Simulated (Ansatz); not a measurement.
# CaMg: the cost of one run

Program: Ansatz 0.2.0. Level of theory: DFT PBEsol, scalar-relativistic, plane waves, PAW. These are calculated values, not measurements.

14 further runs of the same task are left out: 14 set aside as unsound or not needed.

## Step 1: Starting point

The structure is cubic, space group Pm-3m (No. 221). The conventional cell has a = 3.924 Å, b = 3.924 Å, c = 3.924 Å, α = 90.00°, β = 90.00°, γ = 90.00°. Ca (site symmetry m-3m) is surrounded by 8 Mg at 3.40 Å. Mg (site symmetry m-3m) is surrounded by 8 Ca at 3.40 Å.

Coordinates:

```xyz
2
Lattice="3.9238 0.0000 0.0000 0.0000 3.9238 0.0000 0.0000 0.0000 3.9238" Properties=species:S:1:pos:R:3 pbc="T T T"
Ca    0.0000    0.0000    0.0000
Mg    1.9619    1.9619    1.9619
```

It goes back to an entry of the Materials Project, which need not be the stable form.

This cell was relaxed beforehand with the same method: volume 30.21 Å³/atom, gap on the mesh none (metal).

## Step 2: What is varied

The energy is mapped over a normal mode and a strain (zone-centre modes of the cell shown) (x along [1 0 0], y along [0 1 0], z along [0 0 1] of the conventional cell).

The axes are (1) amplitude of mode 4 (206 cm⁻¹), largest displacement in the unstrained cell: 11 values from −0.140 Å; (2) equal normal strain along x, y and z: 7 values from −2.50 %.

Nothing else is relaxed (the pattern is fixed in fractional coordinates). Energies count from the relaxed high-symmetry cell. Points are written as (first, second).

The modes come from a phonon run on the reference cell, made beforehand.

The patterns, per unit of each coordinate (Å):

| atom | x1 | y1 | z1 |
| --- | --- | --- | --- |
| Ca1 | -0.606 | 0.000 | 0.000 |
| Mg2 | 1.000 | 0.000 | 0.000 |

## Step 3: The run at (−0.140 Å, 0.00 %)

input.yaml

```yaml
crystal:
  lattice:
    - [3.9237699168, 0.0, 0.0]
    - [0.0, 3.9237699168, 0.0]
    - [0.0, 0.0, 3.9237699168]
  atoms:
    - { symbol: Ca, position: [0.0216378491, 0.0, 0.0] }
    - { symbol: Mg, position: [0.4643200282, 0.5, 0.5] }
basis:
  ecutwfc: 520.0
kpoints:
  mp_grid: { grid: [12, 12, 12] }
hamiltonian:
  xc: pbesol
scf:
  occupations: { method: gaussian, width: 0.15 }
output:
  forces: true
  stress: true
  eigenvalues: true
```

Started as:

```
$ ansatz run input.yaml --threads 1 --pin off --max-ram 2048MiB --backend cpu --events-out ev --progress --plain --runs-dir out
```

**Question.** How long does this run take on 1 thread of Arm Neoverse V1, shared host, and how much memory does it need?

About 19 s, with a peak of 0.5 GiB.
